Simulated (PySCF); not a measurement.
# FH3O2Si2: the cost of one run

Computed with PySCF 2.14.0; each step states its level. No surroundings beyond the atoms listed, unless a continuum is named. Atoms count from 0, parts from 1.

## Step 1: The system as given

Each species was relaxed by itself at PBE0-D3(BJ)/def2-SVPD.

## Step 2: Reaction energy: wB97M-D3(BJ)/def2-TZVPD

Job settings and geometry (Å):

```
{"job": {"kind": "react", "xc": "wB97M-D3(BJ)", "basis": "def2-TZVPD"}, "charge": 0, "multiplicity": 1}
-1 H4O2Si2 charge 0 multiplicity 1
O      0.527630     0.919360    -0.556550
Si     1.070060    -0.558380     0.092150
O     -0.528210    -0.921100     0.553000
Si    -1.070160     0.558100    -0.092770
H      1.615540    -1.489790    -0.928260
H      1.995300    -0.392820     1.242340
H     -1.998440     0.396580    -1.241030
H     -1.611690     1.488060     0.931120

-1 F2 charge 0 multiplicity 1
F      0.688780    -0.017470     0.000470
F     -0.688780     0.017470    -0.000470

+1 FH3O2Si2 charge 0 multiplicity 1
F      1.366840     0.896500    -1.830820
Si     1.063940     0.029330    -0.501980
O     -0.292960    -0.955120    -0.653630
Si    -1.096360    -0.062450     0.561160
O      0.293370     0.921130     0.699330
H      2.322600    -0.633950    -0.128570
H     -2.293150     0.663000     0.071450
H     -1.364320    -0.858260     1.783250

+1 FH charge 0 multiplicity 1
F      0.459320    -0.025620    -0.007240
H     -0.459320     0.025620     0.007240
```

With the program's defaults for keys left out, this is: wB97M-D3(BJ)/def2-TZVPD reaction energy of separated species, gas phase.

Command:

```bash
$ OMP_NUM_THREADS=1 python cluster_run.py task.json out
```

This one command runs all jobs of the session in turn.

Q: Estimate the wall time and peak memory of this first job on 1 thread of Arm Neoverse V1, shared host.

About 39 s, with a peak of 0.81 GiB.
